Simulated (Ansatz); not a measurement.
Crystal: NiMoIrPdW.

```
Ni Mo Pd Ir W
1.0
     2.77085    0.00000    0.00000
    -1.38543    2.39963    0.00000
     0.00000    0.00000   22.01961
Ni Mo Pd Ir W
2 2 2 2 2
Direct
  0.33333 0.66667 0.85081
  0.66667 0.33333 0.14919
  0.66667 0.33333 0.76059
  0.33333 0.66667 0.23941
  0.33333 0.66667 0.05329
  0.66667 0.33333 0.94671
  0.33333 0.66667 0.65827
  0.66667 0.33333 0.34173
  0.33333 0.66667 0.44418
  0.66667 0.33333 0.55582
```

The cell was built by a generator and needn't be a form met in nature.

Base run:

```yaml
Program: Ansatz 0.2.0
Functional: PBE
Potentials_or_basis: all-electron LAPW, scalar-relativistic
Cutoff: 270 eV (chosen from the basis error)
Basis_error_allowed: 0.002 eV/atom
k_mesh: 8 × 8 × 2
Occupations: fermi-dirac, width 0.05 eV
Spin: collinear spin, ferromagnetic start
Starting_moments: "[1.0, 1.0, 1.0, 1.0, 0.0, 0.0, 0.6, 0.6, 0.0, 0.0] μB"
```

Its results: band gap on the k mesh none (metal or under the smearing width); pressure 0.1 GPa; net moment 0.00 μB per cell; largest force 0.070 eV/Å.

Task: The run is repeated on the same cell with these changes: hubbard terms from none to Ir d U = 3 eV, Mo d U = 3 eV, Ni d U = 3 eV, Pd d U = 3 eV, W d U = 3 eV. What comes out?

Result: Band gap on the k mesh none (metal or under the smearing width); pressure 0.8 GPa; net moment 0.76 μB per cell; site moments Ni +0.19; Mo +0.03; Pd +0.01; Ir +0.18; W -0.03 μB; largest force 0.078 eV/Å.

Caveats: the k mesh is thin for a metal, which can move the energy by tens of meV per atom; the starting moments weren't kept (some runs); the magnetic state may not be the lowest (some runs); U is the effective U less J, on atomic orbitals that reach past the spheres (some runs); the U is typed as a test and isn't derived for this compound (some runs).
